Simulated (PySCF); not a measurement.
# C5H13NSi: the cost of one run

Programs: PySCF 2.14.0, with routines of our own; each step states its level. All values are computed. Atoms count from 0.

### Step 1. The starting structure

20 atoms, charge 0, multiplicity 1; geometry from: GFN2-xTB.

### Step 2. Circular dichroism and optical rotation: TDDFT PBE0/def2-SVPD

The job: settings as JSON, then the geometry in Å.

```
{"job": {"kind": "ecd", "xc": "PBE0", "basis": "def2-SVPD", "nstates": 12}, "charge": 0, "multiplicity": 1}
C      2.289432    -1.045801    -0.620825
C      1.234260     0.025262    -0.756634
Si     1.306399     1.675590     0.157203
C      0.201952     0.156622     0.369720
N     -1.170730     0.240778    -0.044714
C     -1.999880     0.846711     0.973333
C     -1.687713    -1.051617    -0.449249
H      2.722511    -1.034845     0.377353
H      1.861358    -2.034700    -0.792804
H      3.090900    -0.894333    -1.342264
H      0.782952     0.042721    -1.743679
H      0.744438     2.842164    -0.491663
H      2.368973     1.872522     1.128443
H      0.375207    -0.513328     1.222227
H     -2.044947     0.248919     1.898555
H     -3.012449     0.964922     0.588268
H     -1.596695     1.829353     1.216327
H     -1.727960    -1.769812     0.386325
H     -1.049307    -1.462949    -1.228987
H     -2.693850    -0.927498    -0.849967
```

Level: TDDFT PBE0/def2-SVPD circular dichroism and optical rotation, one conformer, gas phase.

Run with:

```bash
> OMP_NUM_THREADS=1 python excited_run.py task.json out
```

One launch serves the whole session: the jobs run in the order shown.

Q: Estimate the wall time and peak memory of this job on 1 thread of Arm Neoverse N1, shared host.

About 2.4 min, with a peak of 1 GiB.
